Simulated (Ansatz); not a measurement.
# SbHF radical (SMILES [F][SbH]): a rigid scan of the bond length F1–Sb2

The task here is to estimate one member of a computed series from the others.

Program: Ansatz 0.2.0, Gaussian basis. Level of theory: single points in def2-TZVPP. These are calculated values, not measurements.

Levels: PBE-D4, r2SCAN-D4, PBE0-D4, B3LYP-D4, wB97M-V, Hartree-Fock, MP2, CCSD, CCSD(T). The scan takes 1.690, 1.757, 1.855, 1.969, 2.096, 2.232, 2.377 Å.

Correlated methods freeze the cores. Filled d shells of the heavier atoms are correlated. Core potentials replace the inner electrons past krypton, and spin-orbit coupling is left out. Orbitals are unrestricted. B3LYP uses VWN-RPA correlation.

29 further runs of the same task are left out: 29 set aside as unsound or not needed.

**Starting geometry**

SMILES `[F][SbH]`, 3 atoms, charge 0, spin multiplicity 2.

Atoms are counted from 1 here; the program's logs count them from 0.

Bond lengths: F1–Sb2 1.943 Å, Sb2–H3 1.731 Å. Angles: F1–Sb2–H3 90.1°.

Coordinates:

```xyz
3
charge 0, multiplicity 2
F    -0.8042    1.1033   -0.3288
Sb   -0.3331   -0.7802   -0.2640
H     1.1263   -0.3879    0.5795
```

Set-up of the first run:

Contents of pre/in.yaml:

```yaml
crystal:
  periodic: [false, false, false]
  atoms:
    - {symbol: F, position_ang: [-0.804200, 1.103300, -0.328800]}
    - {symbol: Sb, position_ang: [-0.333100, -0.780200, -0.264000]}
    - {symbol: H, position_ang: [1.126300, -0.387900, 0.579500]}
basis:
  gaussian: {orbitals: def2-SVP}
magnetization: {spin_polarized: true, initial_magnetization: 1}
hamiltonian: {xc: pbe, dispersion: d4}
relax: {f_tol: 0.03, max_steps: 250}
```

No record of the launch command was kept for these runs.

Among the steps run: A first relaxation in a small basis; Relaxation at PBE0-D4; Reference energies at the minimum; F1–Sb2 = 1.690 Å; F1–Sb2 = 1.757 Å; F1–Sb2 = 1.855 Å; F1–Sb2 = 1.969 Å; F1–Sb2 = 2.096 Å; F1–Sb2 = 2.232 Å; F1–Sb2 = 2.377 Å.

One of the session's tables, all rows but one given; the rest of the session is left out.

Energies less that of the minimum at the same level (kcal/mol):

```
bond length (Å)  PBE-D4  PBE0-D4  B3LYP-D4  wB97M-V  Hartree-Fock
          1.690    25.0     21.4      23.7     21.9          17.9
          1.757    12.0      9.4      11.0      9.8           6.9
          1.855     2.2      1.3       1.9      1.3           0.2
1.920 (minimum)     0.0      0.0       0.0      0.0           0.0
          1.969    -0.1      0.6       0.2      0.5           1.3
          2.096     3.7      6.1       4.7      6.0           8.6
          2.232       ?        ?         ?        ?             ?
          2.377    21.8     27.1      24.1     27.6          33.1
```

Estimate the missing values for bond length (Å) = 2.232.

Worked estimate for «PBE-D4». A straight line through the neighbours (2.096, 3.7) and (2.377, 21.8) gives 3.7 + (21.8 − 3.7) × (2.232 − 2.096) / (2.377 − 2.096) = 12.5; a parabola fitted to 3 rows on both sides gives 10.8.

**Answer.** PBE-D4: 11.6; PBE0-D4: 15.5; B3LYP-D4: 13.3; wB97M-V: 15.7; Hartree-Fock: 19.8. In «PBE-D4» the line misses by +0.9 and the parabola by -0.8.

Limits of these values: A polynomial through the near points puts the CCSD(T) minimum 0.003 Å below the PBE0-D4 value.
